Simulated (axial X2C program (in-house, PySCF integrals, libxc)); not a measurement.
**MoSe: bond curves with and without spin–orbit coupling**

Aim: find the lowest determinant of MoSe, scan the bond at several levels and fit the constants, once spin-free and once with spin–orbit coupling.

Computed with an in-house X2C program for linear molecules on PySCF integrals. Level: all-electron X2C, Mo dyall-cv3z, Se dyall-cv3z.

All values are calculated.

### 1 The job

task.json reads:

```json
{"zs": [42, 34], "q": 0, "bas": ["dyall-cv3z", "dyall-cv3z"], "levels": ["PBE0", "HF", "TPSSh"], "cc": true, "r0": 2.28, "thr": -2.0, "nmax": 110, "npts": 10, "nst": 2, "ntry": 8}
```

Keys: zs atomic numbers; q charge; bas basis sets; levels methods (HF also brings MP2); cc coupled cluster on or off; r0 starting distance in Å; thr threshold in hartree for freezing inner shells (an s shell follows its p shell); nmax most natural virtual spinors; npts points asked for on the curve; nst determinants followed; ntry starts of the search.

On the command line:

```
> python so2c.py task.json out
```

Spin-free means the one-electron spin-free X2C Hamiltonian; two-component (2c) means X2C with spin–orbit coupling and atomic mean-field two-electron Coulomb and Gaunt terms. Basis: Mo dyall-cv3z contracted to [11s12p9d5f3g], Se dyall-cv3z contracted to [8s9p6d4f1g]; Gaussian nuclei, density fitting. Masses: Mo 97.905 u, Se 79.917 u.

Notation: σ, π±, δ± give the projection m of an orbital's angular momentum (0, ±1, ±2), α and β its spin, Λ and M_S the sums; ω is the projection of a spinor's total angular momentum and Ω the sum. Logs are in hartree.

The results follow Hamiltonian by Hamiltonian and level by level.

### 2 State search with PBE0

Determinants are compared with PBE0 at 2.280 Å.

Spin-free determinants:

| ΔE (eV) | state | open shells |
| --- | --- | --- |
| 0.00 | M_S = 2, Λ = 1 | beyond closed shells: σα, π+α, δ+α, δ-α |
| 0.98 | M_S = 2, Λ = 0 | beyond closed shells: π+α, π-α, δ+α, δ-α |
| 1.02 | M_S = 1, Λ = 1 | beyond closed shells: σα, π+β, δ+α, δ-α |
| 1.10 | M_S = 1, Λ = 0 | beyond closed shells: δ+α, δ-α |
| 1.23 | M_S = 2, Λ = 0 | beyond closed shells: 2 × σα, δ+α, δ-α |
| 1.34 | M_S = 3, Λ = 1 | beyond closed shells: σα, 2 × π+α, π+β, 2 × π-α, δ+α, δ-α |
| 1.45 | M_S = 1, Λ = 1 | beyond closed shells: σβ, π+α, δ+α, δ-α |

Two-component determinants:

```tsv
ΔE (eV)	state	open shells
0.00	Ω = 1	excess of +ω over −ω: ω = -3/2, ω = 5/2
0.17	Ω = 3	excess of +ω over −ω: ω = 1/2, ω = 5/2
1.05	Ω = 2	excess of +ω over −ω: 2 × ω = 1/2, ω = -3/2, ω = 5/2
1.06	Ω = 2	excess of +ω over −ω: ω = -1/2, ω = 5/2
1.16	Ω = 0	excess of +ω over −ω: ω = -1/2, 2 × ω = 3/2, ω = -5/2
1.46	Ω = 0	excess of +ω over −ω: 2 × ω = 1/2, ω = 3/2, ω = -5/2
1.76	Ω = 1	excess of +ω over −ω: ω = -1/2, ω = 3/2
```

### 3 PBE0, spin-free

State followed: M_S = 2, Λ = 1 (beyond closed shells: σα, π+α, δ+α, δ-α). The scan is laid around 2.296 Å, a first estimate of the minimum, and this SCF restarts from the orbitals of the search.

The SCF at the reference distance of 2.296 Å:

```text
spin-free X2C-1e  PBE0
basis functions 256  fitting functions 1271  grid points 5798
iter        total energy     max residual
   1      -6477.233851538     2.35e+00
   2      -6477.816947332     6.19e-03
   3      -6477.815826310     1.03e-02
   4      -6477.817582717     4.96e-03
   5      -6477.817973892     1.23e-03
   6      -6477.818015100     2.50e-04
   7      -6477.818016608     1.42e-04
   8      -6477.818017366     4.69e-05
   9      -6477.818017898     1.10e-05
  10      -6477.818017916     4.65e-06
  11      -6477.818017917     2.05e-06
converged
one-electron -9622.73305809  Coulomb 3028.70927004  exact exchange -52.36504347  xc functional -160.55159806  nuclear repulsion 329.12241167
```

Along the bond, energies from the lowest point:

| R (Å) | E (eV) | μ (D) | HOMO (eV) | LUMO (eV) | iterations |
| --- | --- | --- | --- | --- | --- |
| 1.998 | 1.0344 | -3.10 | -4.83 | -2.88 | 14 |
| 2.089 | 0.3907 | -3.55 | -5.00 | -3.06 | 13 |
| 2.158 | 0.1357 | -3.86 | -5.11 | -3.19 | 14 |
| 2.227 | 0.0186 | -4.13 | -5.20 | -3.30 | 14 |
| 2.296 | 0.0000 | -4.36 | -5.27 | -3.39 | 11 |
| 2.376 | 0.0615 | -4.57 | -5.33 | -3.46 | 14 |
| 2.457 | 0.1791 | -4.72 | -5.37 | -3.49 | 14 |
| 2.560 | 0.3761 | -4.88 | -5.41 | -3.51 | 14 |
| 2.686 | 0.6486 | -5.04 | -5.45 | -3.49 | 14 |
| 2.870 | 1.0556 | -5.26 | -5.48 | -3.42 | 14 |

Dipoles are positive if Se is the positive end.

Outer orbitals at the reference distance:

```tsv
symmetry	occupied	ε (eV)	atomic character
σβ	yes	-18.31	70% Se s, 10% Mo d, 10% Mo p
σα	yes	-17.76	69% Se s, 11% Mo d, 10% Mo p
σα	yes	-8.30	48% Se p, 43% Mo d, 4% Se s
π+α	yes	-8.03	68% Mo d, 28% Se p
σβ	yes	-7.86	72% Se p, 17% Mo d, 6% Mo s
π-α	yes	-7.47	65% Mo d, 31% Se p
π+β	yes	-7.07	70% Se p, 19% Mo d, 5% Mo f
π-β	yes	-7.07	70% Se p, 19% Mo d, 5% Mo f
δ+α	yes	-7.05	100% Mo d
δ-α	yes	-6.99	100% Mo d
σα	yes	-6.21	53% Mo s, 29% Mo d, 16% Se p
π+α	yes	-5.27	48% Se p, 31% Mo d, 14% Mo p
π-α	no	-3.39	43% Se p, 33% Mo d, 18% Mo p
σα	no	-2.43	42% Mo p, 23% Mo s, 18% Se p
σβ	no	-1.99	69% Mo s, 22% Mo d, 5% Mo p
π+β	no	-1.28	75% Mo d, 10% Mo p, 9% Se p
```

PBE0 fields in the half plane through the axis: z from -2.4 to 4.5 Å across, distance from the axis 0.15 to 2.25 Å upwards; Mo lies at z = 0 and Se at z = 2.296 Å; the ELF is damped to zero where the density is low.

log10 density (e/bohr³). Ten even steps from '0' (-4.28 ) to '9' (1.66 ):
```
001112222222222222211000
011122233322223332221110
011223333333333333332210
012233444444444444433211
112334455544445555443321
112344566655555555544321
112345677765556776554322
112345689865556997554322
```

ELF. Ten even steps from '0' (0.00 ) to '9' (0.82 ):
```
000123444321112222110000
001234544432234444421000
001244554333456777653100
001234554333578899875310
000123455423689999997520
000013688843687446998631
000014883873672452699741
000016936384653846399741
```

Re = 2.277 Å, ωe = 311 cm⁻¹, ωexe = 1.39 cm⁻¹, Be = 0.07389 cm⁻¹, De = 3.04 eV, μ = -4.30 D.

### 4 HF, spin-free

The SCF at the reference distance of 2.296 Å:

```text
spin-free X2C-1e  HF
basis functions 256  fitting functions 1271  grid points 5798
iter        total energy     max residual
   1      -6474.361550280     2.79e-01
   2      -6474.400491716     1.47e-02
   3      -6474.405883403     1.07e-02
   4      -6474.408926960     7.56e-03
   5      -6474.411822244     6.33e-03
   6      -6474.414869366     4.10e-03
   7      -6474.416385892     2.14e-03
   8      -6474.416641575     9.98e-04
   9      -6474.416749855     6.15e-04
  10      -6474.416796510     4.05e-04
  11      -6474.416803913     2.24e-04
  12      -6474.416808709     1.42e-04
  13      -6474.416810303     5.14e-05
  14      -6474.416810623     3.01e-05
  15      -6474.416810789     9.99e-06
  16      -6474.416810811     4.01e-06
  17      -6474.416810812     2.04e-06
converged
one-electron -9622.96700549  Coulomb 3029.11868052  exact exchange -209.69089752  xc functional 0.00000000  nuclear repulsion 329.12241167
```

Re = 2.541 Å, ωe = 210.6 cm⁻¹, ωexe = 0.653 cm⁻¹, Be = 0.05932 cm⁻¹, De = 1.05 eV, μ = -5.68 D. ⟨S²⟩ = 7.00 against 6.00 for a pure state, so this determinant mixes spins.

### 5 TPSSh, spin-free

Output at 2.296 Å:

```text
spin-free X2C-1e  TPSSh
basis functions 256  fitting functions 1271  grid points 5798
iter        total energy     max residual
   1      -6478.198878142     3.15e-02
   2      -6478.200479620     6.97e-03
   3      -6478.200580483     7.17e-03
   4      -6478.200839540     8.59e-04
   5      -6478.200848809     8.37e-04
   6      -6478.200863962     6.00e-04
   7      -6478.200874368     1.95e-04
   8      -6478.200877745     6.84e-05
   9      -6478.200878044     1.47e-05
  10      -6478.200878051     5.39e-06
  11      -6478.200878051     1.29e-06
converged
one-electron -9621.92382597  Coulomb 3027.84710588  exact exchange -20.93912921  xc functional -192.30744043  nuclear repulsion 329.12241167
```

Re = 2.272 Å, ωe = 328 cm⁻¹, ωexe = 1.27 cm⁻¹, Be = 0.0742 cm⁻¹, De = 3.33 eV, μ = -4.12 D.

### 6 Correlated methods, spin-free

Correlated methods: 20 electrons correlated (frozen shells, counted by type: Mo 3 s, 2 p, 1 d; Se 3 s, 2 p, 1 d), 308 virtual spinors in MP2.

Output of the correlated part at 2.296 Å:

```text
correlated 20  virtual 308  natural virtual 110  E(MP2) -0.555800735  MP2 remainder -0.032395109
iter   CCSD correlation   residual
   1     -0.520523222   1.47e-01
   2     -0.531921708   7.35e-02
   3     -0.537153750   4.46e-02
   4     -0.539026224   3.06e-02
   5     -0.540682049   1.72e-02
   6     -0.541159203   7.01e-03
   7     -0.541227411   2.93e-03
   8     -0.541268589   1.29e-03
   9     -0.541229364   6.25e-04
  10     -0.541237332   2.80e-04
  11     -0.541233766   1.24e-04
  12     -0.541236187   5.74e-05
  13     -0.541236003   2.92e-05
  14     -0.541235828   1.44e-05
  15     -0.541235607   7.19e-06
  16     -0.541235448   3.77e-06
  17     -0.541235337   2.01e-06
  18     -0.541235306   1.08e-06
  19     -0.541235273   5.90e-07
  20     -0.541235270   3.08e-07
(T) -0.024101751  T1 0.0598  D1 0.2136  max T2 0.069
```

T1 in the output is the amplitude norm over the root of the electron number; divide by √2 for the Lee–Taylor value.

Coupled cluster ran at too few distances for a curve.

MP2: No constants are quoted: the reference is strongly spin-contaminated.

### 7 A higher determinant, spin-free

State: M_S = 2, Λ = 0 (beyond closed shells: π+α, π-α, δ+α, δ-α).

Output at the reference distance:

```text
spin-free X2C-1e  PBE0
basis functions 256  fitting functions 1271  grid points 5798
iter        total energy     max residual
   1      -6477.215065632     2.24e+00
   2      -6477.781189391     5.42e-03
   3      -6477.779597522     8.62e-03
   4      -6477.781978254     4.87e-03
   5      -6477.782361015     1.00e-03
   6      -6477.782385060     2.30e-04
   7      -6477.782386383     6.75e-05
   8      -6477.782386508     1.76e-05
   9      -6477.782386534     1.01e-05
  10      -6477.782386542     3.79e-06
  11      -6477.782386544     2.51e-06
converged
one-electron -9624.07657746  Coulomb 3030.13245941  exact exchange -52.37561740  xc functional -160.58506277  nuclear repulsion 329.12241167
```

| R (Å) | E above the lowest PBE0 point (eV) |
| --- | --- |
| 1.998 | 2.306 |
| 2.089 | 1.535 |
| 2.158 | 1.201 |
| 2.227 | 1.025 |
| 2.296 | 0.970 |
| 2.376 | 1.020 |
| 2.457 | 1.158 |
| 2.560 | 1.420 |
| 2.686 | 1.800 |

Re = 2.300 Å, ωe = 343 cm⁻¹, ωexe = 0.745 cm⁻¹, Be = 0.07244 cm⁻¹, μ = -6.06 D. Te = 0.97 eV. As a difference of two determinants it need not be a gap between pure terms.

### 8 The spin-free curves together

Energy (eV) of the followed determinant, spin-free, from each level's lowest point:

| R (Å) | PBE0 | HF | MP2 (spin-contaminated) | TPSSh |
| --- | --- | --- | --- | --- |
| 1.998 | 1.034 | 2.230 | 0.665 | 1.052 |
| 2.089 | 0.391 | 1.339 | 0.222 | 0.395 |
| 2.158 | 0.136 | 0.873 | 0.077 | 0.133 |
| 2.227 | 0.019 | 0.534 | 0.012 | 0.015 |
| 2.296 | 0.000 | 0.297 | 0.000 | 0.000 |
| 2.376 | 0.062 | 0.120 | 0.036 | 0.074 |
| 2.457 | 0.179 | 0.028 | 0.114 | 0.211 |
| 2.560 | 0.376 | 0.000 | 0.261 | 0.438 |
| 2.686 | 0.649 | 0.061 | 0.489 | 0.748 |
| 2.870 | 1.056 | 0.256 | 0.865 | 1.200 |

### 9 PBE0, 2c

State followed: Ω = 1 (excess of +ω over −ω: ω = -3/2, ω = 5/2). The scan is laid around 2.296 Å, a first estimate of the minimum, and this SCF restarts from the orbitals of the search.

The SCF at the reference distance of 2.296 Å:

```text
two-component X2C + atomic mean field  PBE0
basis functions 256  fitting functions 1271  grid points 5798
iter        total energy     max residual
   1      -6474.804563656     2.36e+00
   2      -6475.394756232     6.18e-03
   3      -6475.393717257     1.01e-02
   4      -6475.395444245     4.69e-03
   5      -6475.395778905     1.29e-03
   6      -6475.395823350     2.48e-04
   7      -6475.395824836     1.40e-04
   8      -6475.395825558     4.56e-05
   9      -6475.395826037     1.06e-05
  10      -6475.395826052     4.30e-06
  11      -6475.395826053     1.87e-06
converged
one-electron -9616.41298374  Coulomb 3027.51383497  exact exchange -52.34260064  xc functional -160.48241111  nuclear repulsion 329.12241167  atomic mean-field constant -2.79407720
```

Along the bond, energies from the lowest point:

| R (Å) | E (eV) | μ (D) | HOMO (eV) | LUMO (eV) | iterations |
| --- | --- | --- | --- | --- | --- |
| 1.998 | 1.0556 | -3.07 | -4.89 | -2.81 | 16 |
| 2.089 | 0.4058 | -3.51 | -5.07 | -2.98 | 14 |
| 2.158 | 0.1460 | -3.81 | -5.18 | -3.10 | 14 |
| 2.227 | 0.0238 | -4.08 | -5.27 | -3.21 | 14 |
| 2.296 | 0.0000 | -4.30 | -5.34 | -3.29 | 11 |
| 2.376 | 0.0558 | -4.51 | -5.40 | -3.36 | 14 |
| 2.457 | 0.1684 | -4.66 | -5.45 | -3.39 | 13 |
| 2.560 | 0.3604 | -4.82 | -5.50 | -3.40 | 14 |
| 2.686 | 0.6285 | -4.99 | -5.54 | -3.38 | 14 |
| 2.870 | 1.0313 | -5.21 | -5.57 | -3.32 | 14 |

Dipoles are positive if Se is the positive end.

Outer spinors at the reference distance:

```csv
ω,occupied,ε (eV),atomic character,λ mixture
-1/2,yes,-18.31,"70% Se s, 10% Mo d, 10% Mo p",100% σ
1/2,yes,-17.75,"69% Se s, 11% Mo d, 10% Mo p",100% σ
1/2,yes,-8.30,"49% Se p, 42% Mo d, 4% Se s","99% σ, 1% π"
-1/2,yes,-8.09,"63% Mo d, 33% Se p","96% π, 4% σ"
-1/2,yes,-7.85,"69% Se p, 20% Mo d, 6% Mo s","96% σ, 4% π"
3/2,yes,-7.40,"66% Mo d, 29% Se p",100% π
1/2,yes,-7.18,"70% Se p, 19% Mo d, 5% Mo f","99% π, 1% σ"
-3/2,yes,-7.11,"95% Mo d, 4% Se p","94% δ, 6% π"
-3/2,yes,-6.95,"66% Se p, 24% Mo d, 4% Mo f","94% π, 6% δ"
5/2,yes,-6.87,100% Mo d,100% δ
1/2,yes,-6.18,"53% Mo s, 29% Mo d, 16% Se p",100% σ
-1/2,yes,-5.34,"47% Se p, 32% Mo d, 13% Mo p",100% π
3/2,no,-3.29,"44% Se p, 31% Mo d, 18% Mo p",100% π
1/2,no,-2.41,"42% Mo p, 23% Mo s, 18% Se p",100% σ
-1/2,no,-1.97,"69% Mo s, 22% Mo d, 5% Mo p",100% σ
1/2,no,-1.27,"76% Mo d, 9% Mo p, 8% Se p",100% π
```

PBE0 fields in the half plane through the axis: z from -2.4 to 4.5 Å across, distance from the axis 0.15 to 2.25 Å upwards; Mo lies at z = 0 and Se at z = 2.296 Å; the ELF is damped to zero where the density is low.

log10 density (e/bohr³). Ten even steps from '0' (-4.28 ) to '9' (1.66 ):
```
001112222222222222211000
011122233322223332221110
011223333333333333332210
012233444444444444433211
112334455544445555443321
112344566655555555544321
112345677765556776554322
112345689865556997554322
```

ELF. Ten even steps from '0' (0.00 ) to '9' (0.82 ):
```
000123444321112222110000
001234544432234444421000
001244554333456777653100
001234554333578899875310
000123455423689999997520
000013688843687446998631
000014883873672452699741
000016936384653846399742
```

Re = 2.282 Å, ωe = 307 cm⁻¹, ωexe = 1.34 cm⁻¹, Be = 0.07358 cm⁻¹, De = 3.06 eV, μ = -4.26 D.

### 10 HF, 2c

The SCF at the reference distance of 2.296 Å:

```text
two-component X2C + atomic mean field  HF
basis functions 256  fitting functions 1271  grid points 5798
iter        total energy     max residual
   1      -6471.941216846     2.79e-01
   2      -6471.980275152     1.48e-02
   3      -6471.985774302     1.05e-02
   4      -6471.988703382     7.58e-03
   5      -6471.991561413     6.24e-03
   6      -6471.994416845     3.77e-03
   7      -6471.995616304     1.84e-03
   8      -6471.995807687     8.43e-04
   9      -6471.995885774     5.57e-04
  10      -6471.995921410     3.66e-04
  11      -6471.995928100     1.97e-04
  12      -6471.995931810     1.17e-04
  13      -6471.995932932     4.38e-05
  14      -6471.995933193     2.28e-05
  15      -6471.995933299     8.36e-06
  16      -6471.995933318     4.70e-06
  17      -6471.995933320     3.54e-06
  18      -6471.995933321     2.72e-06
converged
one-electron -9616.63353587  Coulomb 3027.90755891  exact exchange -209.59829082  xc functional 0.00000000  nuclear repulsion 329.12241167  atomic mean-field constant -2.79407720
```

Re = 2.542 Å, ωe = 210.4 cm⁻¹, ωexe = 0.66 cm⁻¹, Be = 0.05928 cm⁻¹, De = 1.08 eV, μ = -5.66 D.

### 11 TPSSh, 2c

The SCF at the reference distance of 2.296 Å:

```text
two-component X2C + atomic mean field  TPSSh
basis functions 256  fitting functions 1271  grid points 5798
iter        total energy     max residual
   1      -6475.775566117     3.15e-02
   2      -6475.777185028     6.97e-03
   3      -6475.777277612     7.08e-03
   4      -6475.777519852     1.61e-03
   5      -6475.777497968     1.93e-03
   6      -6475.777570271     4.94e-04
   7      -6475.777580385     2.30e-04
   8      -6475.777583471     6.91e-05
   9      -6475.777583742     1.38e-05
  10      -6475.777583748     5.13e-06
  11      -6475.777583749     1.19e-06
converged
one-electron -9615.59437598  Coulomb 3026.64200042  exact exchange -20.93011231  xc functional -192.22343034  nuclear repulsion 329.12241167  atomic mean-field constant -2.79407720
```

Re = 2.276 Å, ωe = 325 cm⁻¹, ωexe = 1.26 cm⁻¹, Be = 0.07396 cm⁻¹, De = 3.38 eV, μ = -4.08 D.

### 12 Correlated methods, 2c

Correlated methods: 20 electrons correlated (frozen shells, counted by type: Mo 3 s, 2 p, 1 d; Se 3 s, 2 p, 1 d), 308 virtual spinors in MP2.

MP2: No constants are quoted: the reference is strongly spin-contaminated.

### 13 A higher determinant, 2c

State: Ω = 3 (excess of +ω over −ω: ω = 1/2, ω = 5/2).

Output at the reference distance:

```text
two-component X2C + atomic mean field  PBE0
basis functions 256  fitting functions 1271  grid points 5798
iter        total energy     max residual
   1      -6474.798573811     2.36e+00
   2      -6475.388501874     6.22e-03
   3      -6475.387336134     1.04e-02
   4      -6475.389111820     5.13e-03
   5      -6475.389535298     1.22e-03
   6      -6475.389575638     2.48e-04
   7      -6475.389577145     1.46e-04
   8      -6475.389577911     4.98e-05
   9      -6475.389578482     1.19e-05
  10      -6475.389578504     5.07e-06
  11      -6475.389578506     1.79e-06
converged
one-electron -9616.25590907  Coulomb 3027.35639678  exact exchange -52.34048555  xc functional -160.47791513  nuclear repulsion 329.12241167  atomic mean-field constant -2.79407720
```

| R (Å) | E above the lowest PBE0 point (eV) |
| --- | --- |
| 1.998 | 1.195 |
| 2.089 | 0.554 |
| 2.158 | 0.301 |
| 2.227 | 0.186 |
| 2.296 | 0.170 |
| 2.376 | 0.234 |
| 2.457 | 0.354 |
| 2.560 | 0.553 |
| 2.686 | 0.827 |

Re = 2.275 Å, ωe = 313 cm⁻¹, ωexe = 1.43 cm⁻¹, Be = 0.07404 cm⁻¹, μ = -4.32 D. Te = 0.17 eV. As a difference of two determinants it need not be a gap between pure terms.

### 14 The 2c curves together

Energy (eV) of the followed determinant, 2c, from each level's lowest point:

| R (Å) | PBE0 | HF | MP2 (spin-contaminated) | TPSSh |
| --- | --- | --- | --- | --- |
| 1.998 | 1.056 | 2.255 | 0.716 | 1.070 |
| 2.089 | 0.406 | 1.353 | 0.254 | 0.407 |
| 2.158 | 0.146 | 0.881 | 0.095 | 0.142 |
| 2.227 | 0.024 | 0.539 | 0.019 | 0.019 |
| 2.296 | 0.000 | 0.299 | 0.000 | 0.000 |
| 2.376 | 0.056 | 0.121 | 0.031 | 0.069 |
| 2.457 | 0.168 | 0.028 | 0.107 | 0.201 |
| 2.560 | 0.360 | 0.000 | 0.253 | 0.423 |
| 2.686 | 0.628 | 0.061 | 0.479 | 0.727 |
| 2.870 | 1.031 | 0.253 | 0.854 | 1.173 |

The whole job took 9 min on 1 thread of Arm Neoverse V1, shared host; peak memory 1.8 GiB.

### 15 What came out

Lowest determinant that the search found at its distance, spin-free: M_S = 2, Λ = 1 (beyond closed shells: σα, π+α, δ+α, δ-α).

Lowest determinant that the search found at its distance, 2c: Ω = 1 (excess of +ω over −ω: ω = -3/2, ω = 5/2).

```
Hamiltonian  level  Re (Å)  ωe (cm⁻¹)  De (eV)  μ (D)
  spin-free   PBE0   2.277        311     3.04  -4.30
  spin-free     HF   2.541      210.6     1.05  -5.68
  spin-free  TPSSh   2.272        328     3.33  -4.12
         2c   PBE0   2.282        307     3.06  -4.26
         2c     HF   2.542      210.4     1.08  -5.66
         2c  TPSSh   2.276        325     3.38  -4.08
```

Dipoles are positive if Se is the positive end. No constants: spin-free MP2 (the reference is strongly spin-contaminated); 2c MP2 (the reference is strongly spin-contaminated). Spin-free ⟨S²⟩ is off its pure value at HF 7.00.

Time per point (s) on 1 thread of Arm Neoverse V1, shared host (2c runs); the times are rough: PBE0 1.9, HF 1.7, TPSSh 2.6.

What this shows: At PBE0, going from spin-free to two-component changes Re by +5 mÅ, ωe by -1.2 %; the spin-free picture holds up (part of it comes from the scalar share of the two-electron terms). It costs about 1.5 times the time. De moves by +0.02 eV; both De rest on single-determinant atoms, which can miss part of an open shell's spin–orbit lowering.

De refers to Mo + Se, each in the lowest determinant found, which need not be this curve's own limit. The state is a single determinant with fixed occupations, the lowest that a limited PBE0 search found. De is counted from the lowest determinant-based energies of the atoms at the same level, without counterpoise correction. Density functionals use the spin component along the axis (collinear). The meta-GGAs lack a current-density term, which matters for open shells with orbital currents, atoms included. With several unpaired electrons one determinant need not be a pure state. The spin-free determinant is spin-contaminated at some levels.
